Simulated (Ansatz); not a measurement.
# NiMoIrPdW (P3m1) in Ansatz: relaxation of cell and atoms with r2SCAN

Aim: the relaxation of cell and atoms of NiMoIrPdW with r2SCAN.

Everything below comes from runs of Ansatz 0.2.0. Logs are shortened: lines on timing, memory, paths and dates and some standing lists are left out, and cuts for length are marked.

## (1) The crystal as given

It takes space group P3m1 (No. 156, trigonal). Conventional cell: a = 2.770 Å, b = 2.770 Å, c = 21.881 Å, α = 90.00°, β = 90.00°, γ = 120.00°. Around Ni (site symmetry 3m) lie 9 Ni at 2.52 to 2.77 Å and 3 W at 2.57 Å. Ni (site symmetry 3m) is surrounded by 9 Ni at 2.52 to 2.77 Å and 3 Ir at 2.62 Å. Around Mo (site symmetry 3m) lie 3 Ir at 2.76 Å and 6 Mo at 2.77 Å and 3 Pd at 2.80 Å. Mo (site symmetry 3m) is surrounded by 3 Ir at 2.66 Å and 6 Mo at 2.77 Å and 3 Pd at 2.82 Å. Around Pd (site symmetry 3m) lie 6 Pd at 2.77 Å and 3 W at 2.79 Å and 3 Mo at 2.80 Å. Around Pd (site symmetry 3m) lie 6 Pd at 2.77 Å and 3 W at 2.80 Å and 3 Mo at 2.82 Å. Ir (site symmetry 3m) has 3 Mo at 2.76 Å and 6 Ir at 2.77 Å and 3 W at 2.77 Å as nearest neighbours. Ir (site symmetry 3m) has 3 Ni at 2.62 Å and 3 Mo at 2.66 Å and 6 Ir at 2.77 Å as nearest neighbours.

The cell was built by a generator and needn't be a form met in nature.

## (2) Relaxation of cell and atoms, r2SCAN, collinear spin, ferromagnetic start

Input file input.yaml:

```yaml
crystal:
  lattice:
    - [2.77046, 0.0, 0.0]
    - [-1.38523, 2.39928, 0.0]
    - [0.0, 0.0, 21.88122]
  atoms:
    - { symbol: Ni, position: [0.33333, 0.66667, 0.04433], spin: 1.0 }
    - { symbol: Ni, position: [0.66667, 0.33333, 0.95562], spin: 1.0 }
    - { symbol: Mo, position: [0.66667, 0.33333, 0.3427], spin: 1.0 }
    - { symbol: Mo, position: [0.66667, 0.33333, 0.7632], spin: 1.0 }
    - { symbol: Pd, position: [0.33333, 0.66667, 0.44768] }
    - { symbol: Pd, position: [0.33333, 0.66667, 0.65723] }
    - { symbol: Ir, position: [0.33333, 0.66667, 0.23988], spin: 0.6 }
    - { symbol: Ir, position: [0.33333, 0.66667, 0.8605], spin: 0.6 }
    - { symbol: W, position: [0.66667, 0.33333, 0.13646] }
    - { symbol: W, position: [0.66667, 0.33333, 0.5524] }
hamiltonian:
  xc: r2scan
  pseudopotentials: { kind: paw }
magnetization:
  spin_polarized: true
kpoints:
  mp_grid: { grid: [8, 8, 1] }
scf:
  occupations: { method: fermi_dirac, width: 0.05 }
output:
  forces: true
  stress: true
  eigenvalues: true
relax:
  f_tol: 0.01
  max_steps: 40
  cell: { stress_tol: 0.05 }
```

Potentials or basis: Ansatz PAW.

Launch:

```bash
ansatz run input.yaml --threads 8 --pin off --max-ram 20480MiB --backend cpu --events-out ev --progress --plain --runs-dir out
```

The log of the run:

```text
Warning: the atoms were moved onto the symmetric positions of the space group found under crystal.symmetry.tolerance 1.0e-5 (fractional; no operation is sought that the atoms, as they stand in a round, miss by more than twice it, and no atom is moved by as much as it), and the run uses the moved positions. Before a round's move an operation carried an atom to 2.77e-5 Å from where it should land, the largest such distance. Atom 0 (counting from 0) moved farthest, by 1.60e-5 Å; the longest move in fractions of the cell, of whichever atom, is 0.47 of the tolerance, in 1 round. To run the atoms as typed, lower crystal.symmetry.tolerance until the operations that they miss are no longer found, or set crystal.symmetry.detect: false (a key that needs symmetry detection or time reversal refuses this as the deck is read). The positions used, in the order of the run's atom list: position: [0.3333333333333333, 0.6666666666666666, 0.04433]; position: [0.6666666666666666, 0.3333333333333333, 0.95562]; position: [0.6666666666666666, 0.3333333333333333, 0.3427]; position: [0.6666666666666666, 0.3333333333333333, 0.7632]; position: [0.3333333333333333, 0.6666666666666666, 0.44768]; position: [0.3333333333333333, 0.6666666666666666, 0.65723]; position: [0.3333333333333333, 0.6666666666666666, 0.23988]; position: [0.3333333333333333, 0.6666666666666666, 0.8605]; position: [0.6666666666666666, 0.3333333333333333, 0.13646]; position: [0.6666666666666666, 0.3333333333333333, 0.5524]; The lattice was moved too: crystal.lattice keeps the space group found at crystal.symmetry.tolerance 1.0e-5 only nearly: the operation that it misses by the most changes a squared length by the fraction 6.31e-6. The run uses the lattice that is a stretch of the typed one, with no rotation, onto the one that keeps every operation to a double's rounding (on a very oblique basis the stretch itself rounds by more); the deck's lattice vector that moved farthest moved by 5.05e-6 Å. To run the lattice as typed, set crystal.symmetry.tolerance under 6.30e-6, the least fraction by which an operation that the lattice misses changes a squared length (the same key also sets how far an atom may lie from its image, so lowering it can lose operations that the atoms keep only within it), or set crystal.symmetry.detect: false, as for the atoms. crystal.lattice made exact, in Å and degrees: [[2.770454953865881, 0.0, 0.0], [-1.3852274769329405, 2.399284370088298, 0.0], [0.0, 0.0, 21.88122]]. Pasted over the deck's crystal.lattice, beside positions in fractional coordinates, it runs the same cell (given as lengths and angles, that cell in the form's own orientation, a rigid turn of the misfit's size from the one run here, for which a checkpoint.post_process_only pass over this run's state can be refused: where this run relaxes nothing, give such a pass this deck's own crystal.lattice, as typed; behind a relaxation, as crystal.lattice, the state's own cell, identity.cell in its checkpoint.json), and a matrix so pasted ends this notice, except on a very skew basis of the lattice, where the rounding of the pasted numbers themselves can read as a misfit: the cell is then moved again, and that move is told again. The lattice as run is in this notice's lattice.as_run_ang field (Run.prep()["deck_notices"] in Python, the deck_notice line of an events file, deck_notices of ansatz run --dry-run=json, or deck_notices in record.json in the deck's checkpoint.write directory).
Warning: RAYON_NUM_THREADS=8 ignored (pool sized by the plan → 8); use --threads N
Engine: ansatz 0.2.0, x86_64-unknown-linux-gnu
Pseudopotentials: kind: paw
Pseudopotential: Ni, paw, valence charge 18, recommended cutoff 500 eV (meta_gga), Ni.paw.azcp
Pseudopotential: Mo, paw, valence charge 14, recommended cutoff 500 eV (meta_gga), Mo.paw.azcp
Pseudopotential: Pd, paw, valence charge 18, recommended cutoff 500 eV (meta_gga), Pd.paw.azcp
Pseudopotential: Ir, paw, valence charge 17, recommended cutoff 500 eV (meta_gga), Ir.paw.azcp
Pseudopotential: W, paw, valence charge 14, recommended cutoff 500 eV (meta_gga), W.paw.azcp
Functional definition: r2SCAN
  parameter k0 = 0.174
  parameter k1 = 0.065
  parameter a1 = 4.9479
  exchange = r2scan_x(k0 = k0, k1 = k1, a1 = a1)
  correlation = r2scan_c
Crystal: 10 atoms, lattice volume = 145.447 Å³
Basis set: ecut = 500 eV, 3631 PW (Γ), exchange–correlation on 96×96×640 points (64 copies of the dense FFT grid, shifted against one another)
Bands: 101, of which v1, the nominal top of the filled ones, is band 81 counted from 1 (80 counted from 0)
Symmetry: 6 space group operations
Space group: P3m1 (ITA 156), of the structure as read, at distance tolerance 5.3e-5 Å
Magnetic group: BNS 156.49 (UNI 1279), of the structure as read, at distance tolerance 5.3e-5 Å
k-points: 10 of 64 (time reversal used)
Non-local potential: Ni, projectors of the file, l = 0: 3, l = 1: 2, l = 2: 3, l = 3: 1
Non-local potential: Mo, projectors of the file, l = 0: 3, l = 1: 2, l = 2: 2, l = 3: 1
Non-local potential: Pd, projectors of the file, l = 0: 2, l = 1: 2, l = 2: 2, l = 3: 1
Non-local potential: Ir, projectors of the file, l = 0: 3, l = 1: 2, l = 2: 2, l = 3: 1
Non-local potential: W, projectors of the file, l = 0: 3, l = 1: 2, l = 2: 2, l = 3: 1
PAW form: soft (Blöchl's): semilocal exchange-correlation on the pseudo side does not see the compensation charge
[... 282 lines left out ...]
  E_vpaw       = -2856.124297  (= ΣTr[D̂ρ^β])
  E_aug_tail   = 0.000546  (compensation charges beyond the density's cutoff)
  E_vtau       = 154.723135  (kinetic-family band-sum trace: ∫τ·v_τ [+ j·A + Jᵃ·Aᵃ] dr)
  E_ewald      = -21048.162405
  E_core_change = -3.756402  (= ΣΔE_core)
  E_smearing   = -0.078875  (= −TS)
  E_closure    = -0.000000  (closes the sum)
  Σ components = -80288.831597   (vs F -80288.831597, Δ=0.00e0)
--- Forces (eV/Å), atoms counted from 1 ---
  atom   1  Ni     0.00000000     0.00000000     0.00026179
  atom   2  Ni     0.00000000     0.00000000     0.00158454
  atom   3  Mo     0.00000000     0.00000000     0.00001507
  atom   4  Mo     0.00000000     0.00000000     0.00068139
  atom   5  Pd    -0.00000000    -0.00000000     0.00079074
  atom   6  Pd    -0.00000000    -0.00000000    -0.00026254
  atom   7  Ir    -0.00000000    -0.00000000     0.00000350
  atom   8  Ir    -0.00000000    -0.00000000    -0.00143240
  atom   9  W      0.00000000     0.00000000    -0.00078261
  atom  10  W      0.00000000     0.00000000    -0.00085834
  max |Σ_I F_I| component: 1.14e-6 eV/Å
--- Stress (GPa, compression-positive) ---
       -0.020604       0.000000      -0.000000
        0.000000      -0.020604       0.000000
       -0.000000       0.000000      -0.009224
  P = ⅓ Tr σ = -0.0168 GPa (-0.168 kbar)
--- Band table (eV; the first three rows and the last of 20) ---
  k-point 0 ↑: bands = ["-85.5734", "-85.3567", "-73.1586", "-73.0872", "-65.9127", "-65.8832", "-54.3366", "-54.2105", "-44.7274", "-44.3915", "-44.3378", "-44.3378", "-44.1828", "-44.1828", "-41.4822", "-41.4568", "-30.9360", "-30.9028", "-30.5408", "-30.5408", "-30.5130", "-30.5130", "-29.3769", "-29.3634", "-29.1535", "-29.1535", "-29.0637", "-29.0637", "-18.1120", "-17.9814", "-17.2143", "-17.2143", "-17.1308", "-17.1308", "-14.9104", "-14.8909", "-14.0194", "-14.0194", "-13.9975", "-13.9975", "11.6241", "12.0023", "12.7670", "13.4348", "14.6235", "14.6953", "14.9899", "15.3626", "15.5324", "16.4513", "17.7272", "17.9444", "17.9444", "17.9682", "17.9682", "18.0290", "18.0290", "18.1197", "18.1197", "18.1470", "18.6486", "19.0227", "19.0227", "19.0300", "19.1318", "19.1318", "19.2143", "19.2143", "19.2973", "19.2973", "19.4720", "19.5229", "19.6725", "19.6725", "19.7688", "19.7959", "19.7959", "20.2421", "20.2421", "20.6208", "20.6208", "20.7811", "21.0521", "21.1398", "21.1398", "21.4391", "21.4391", "21.8150", "21.8150", "21.9576", "21.9576", "22.3022", "24.1832", "24.1832", "24.2744", "24.2744", "24.9726", "24.9726", "25.1297", "25.1297", "30.7047"]
  k-point 1 ↑: bands = ["-85.5726", "-85.3559", "-73.1524", "-73.0809", "-65.9069", "-65.8774", "-54.3182", "-54.1920", "-44.7258", "-44.3949", "-44.3426", "-44.3401", "-44.1908", "-44.1848", "-41.4489", "-41.4234", "-30.9291", "-30.8959", "-30.5910", "-30.5633", "-30.5530", "-30.5253", "-29.3653", "-29.3512", "-29.2402", "-29.1743", "-29.1507", "-29.0845", "-18.0834", "-17.9520", "-17.4197", "-17.3381", "-17.2606", "-17.1775", "-14.8791", "-14.8598", "-14.2321", "-14.2106", "-14.0672", "-14.0454", "12.2450", "12.6019", "13.3796", "14.0015", "15.0810", "15.1695", "15.5165", "15.7632", "15.9771", "16.6847", "17.3984", "17.5943", "17.7039", "17.7308", "17.8668", "18.0084", "18.2690", "18.2808", "18.3284", "18.3426", "18.4515", "18.5719", "18.5942", "18.6173", "18.8405", "19.0239", "19.0267", "19.0727", "19.1684", "19.2562", "19.2948", "19.4007", "19.6231", "19.6535", "19.8136", "19.9247", "20.2114", "20.2394", "20.3194", "20.3821", "20.5747", "20.7733", "20.7749", "21.0064", "21.1436", "21.5657", "21.6385", "21.9148", "21.9350", "22.1191", "22.3214", "22.7597", "24.1023", "24.2346", "24.4863", "24.8258", "25.0296", "25.0318", "25.5465", "26.2582", "30.7296"]
  k-point 2 ↑: bands = ["-85.5705", "-85.3541", "-73.1372", "-73.0657", "-65.8928", "-65.8633", "-54.2736", "-54.1469", "-44.7219", "-44.4055", "-44.3517", "-44.3455", "-44.2098", "-44.1894", "-41.3678", "-41.3420", "-30.9124", "-30.8793", "-30.7112", "-30.6835", "-30.5824", "-30.5547", "-29.4460", "-29.3572", "-29.3373", "-29.3217", "-29.2242", "-29.1345", "-18.0140", "-17.8965", "-17.8807", "-17.8189", "-17.3708", "-17.2884", "-14.8029", "-14.7843", "-14.7282", "-14.7074", "-14.1808", "-14.1593", "13.7039", "13.9692", "14.7140", "15.0561", "15.6936", "15.9024", "16.1134", "16.1713", "16.3907", "16.6179", "16.9150", "17.1312", "17.2065", "17.4716", "17.5471", "17.6463", "17.7938", "17.9585", "18.1145", "18.2629", "18.5291", "18.7483", "18.7870", "18.8706", "18.9320", "19.0718", "19.1042", "19.1706", "19.2271", "19.3807", "19.5452", "19.5483", "19.7919", "19.8080", "19.9609", "20.0665", "20.0748", "20.1795", "20.3119", "20.3319", "20.4745", "20.8377", "21.0035", "21.3048", "21.4929", "22.2590", "22.4103", "23.0785", "23.1787", "23.5134", "23.7424", "23.7533", "23.9942", "24.1282", "24.5318", "24.5865", "24.8633", "26.3712", "26.8485", "28.7707", "30.6399"]
  k-point 9 ↓: bands = ["-84.9764", "-84.6226", "-73.1108", "-73.0411", "-65.8740", "-65.8437", "-54.2010", "-54.0646", "-44.0198", "-43.8646", "-43.8473", "-43.6158", "-43.5367", "-43.5220", "-41.2374", "-41.2244", "-30.8901", "-30.8552", "-30.8238", "-30.7957", "-30.7338", "-30.7057", "-29.6395", "-29.5412", "-29.4863", "-29.3874", "-29.2714", "-29.2592", "-18.3037", "-18.2127", "-17.9521", "-17.9040", "-17.8586", "-17.7557", "-15.1737", "-15.1485", "-14.8050", "-14.7805", "-14.6936", "-14.6687", "15.7410", "15.7901", "15.9596", "16.0857", "16.2136", "16.3322", "16.5593", "16.7177", "16.7971", "16.9095", "17.0176", "17.0488", "17.1094", "17.1512", "17.3448", "17.3952", "17.6887", "17.8479", "18.0287", "18.0847", "18.1668", "18.2691", "18.5775", "18.9900", "19.2336", "19.3636", "19.4384", "19.5743", "19.6123", "19.7465", "20.4157", "20.5286", "20.7481", "20.7947", "20.8985", "21.2114", "21.2873", "21.5640", "21.8356", "21.9600", "22.0689", "22.2686", "22.5328", "22.7859", "23.0693", "23.1439", "23.3513", "23.6745", "23.8092", "24.1843", "25.0969", "26.1150", "27.4631", "27.6566", "27.7234", "27.8740", "28.2593", "28.6021", "28.8860", "29.2924", "29.5317"]
--- Relaxed structure (6 steps of the walk, 5 accepted, 1 SCFs on fresh bases) ---
  F+E_penalty+E_count = -80288.83159669 eV   max|allowed force component| = 1.584e-3 eV/Å   (the final SCF, on the basis selected at the relaxed cell)
  cell:  # Å, volume = 142.3958 Å³
    - [2.7463031869626975, -1.787589846752936e-18, 2.542595544869228e-18]
    - [-1.3731515934813487, 2.378368326403861, -1.2712977724346126e-18]
    - [2.008157267118546e-17, 1.7095007172439132e-32, 21.800654019279612]
  atoms:
    - { symbol: Ni, position: [0.33333333333333337, 0.6666666666666667, 0.04369549522508445] }
    - { symbol: Ni, position: [0.6666666666666667, 0.33333333333333337, 0.9565121895205562] }
    - { symbol: Mo, position: [0.6666666666666667, 0.33333333333333337, 0.3417564958143866] }
    - { symbol: Mo, position: [0.6666666666666667, 0.33333333333333337, 0.7637182149052593] }
    - { symbol: Pd, position: [0.33333333333333337, 0.6666666666666667, 0.447296203241803] }
    - { symbol: Pd, position: [0.33333333333333337, 0.6666666666666667, 0.6573216785231569] }
    - { symbol: Ir, position: [0.33333333333333337, 0.6666666666666667, 0.23909114812259347] }
    - { symbol: Ir, position: [0.33333333333333337, 0.6666666666666667, 0.8618238161491455] }
    - { symbol: W, position: [0.6666666666666667, 0.33333333333333337, 0.13634307040843963] }
    - { symbol: W, position: [0.6666666666666667, 0.33333333333333337, 0.5524416880895754] }
```

Wall time 2.4 min (8 threads of AMD EPYC 7B13 (Zen 3), shared host); peak memory 1.7 GiB.

What came out:

* Free energy: -80288.8316 eV
* Relaxed volume: 14.24 Å³/atom
* Relaxed cell: a = 2.746 Å, b = 2.746 Å, c = 21.801 Å, α = 90.00°, β = 90.00°, γ = 120.00°
* Space group after relaxing (to 0.05 Å): P3m1 (No. 156)
* Energy gained by relaxing: 6.2 meV/atom
* Ionic steps: 6
* Pressure after relaxing: 0.0 GPa
* Band gap on the k mesh: none (metal or under the smearing width)
* Net moment: 0.66 μB per cell
* Absolute moment: 1.08 μB per cell
* Site moments: Ni +0.36, +0.45; Mo +0.00, -0.04; Pd -0.01, -0.00; Ir -0.00; W +0.01, -0.01 μB

The path:
| step | energy change (eV) | largest force (eV/Å) | volume (Å³) |
| --- | --- | --- | --- |
| 1 | 0.0000 | 0.2286 | 145.45 |
| 2 | -0.0607 | 0.1437 | 142.78 |
| 3 | -0.0630 | 0.0693 | 142.64 |
| 4 | -0.0643 | 0.0157 | 142.41 |
| 5 | -0.0644 | 0.0015 | 142.40 |
| 6 | -0.0616 | 0.0016 | 142.40 |

Final structure:
```
Ni Mo Pd Ir W
1.0
     2.74630    0.00000    0.00000
    -1.37315    2.37837    0.00000
     0.00000    0.00000   21.80065
Ni Mo Pd Ir W
2 2 2 2 2
Direct
  0.33333 0.66667 0.04370
  0.66667 0.33333 0.95651
  0.66667 0.33333 0.34176
  0.66667 0.33333 0.76372
  0.33333 0.66667 0.44730
  0.33333 0.66667 0.65732
  0.33333 0.66667 0.23909
  0.33333 0.66667 0.86182
  0.66667 0.33333 0.13634
  0.66667 0.33333 0.55244
```

Levels at points of the mesh, in eV from the Fermi level:
Spin up:
```csv
k point,band 79,band 80,band 81,band 82,band 83,band 84
"(0.00, 0.00, 0.00)",-1.33,-0.95,-0.95,-0.79,-0.52,-0.43
"(0.00, -0.50, 0.00)",0.25,1.01,1.06,1.27,1.51,1.62
```
Spin down:
```tsv
k point	band 77	band 78	band 79	band 80	band 81	band 82	band 83	band 84
(0.00, 0.00, 0.00)	-1.21	-0.97	-0.97	-0.72	-0.63	-0.63	-0.53	-0.36
(0.00, -0.50, 0.00)	-0.10	-0.03	0.60	1.01	1.05	1.47	1.51	1.62
```

Caveat: the magnetic or orbital state may not be the lowest; the plane-wave basis is chosen anew once the cell has moved, so the energies of steps on either side of that aren't comparable; the PAW data sets come from PBE, with cores solved anew for the run's functional, which leaves a small shift of forces and pressure.
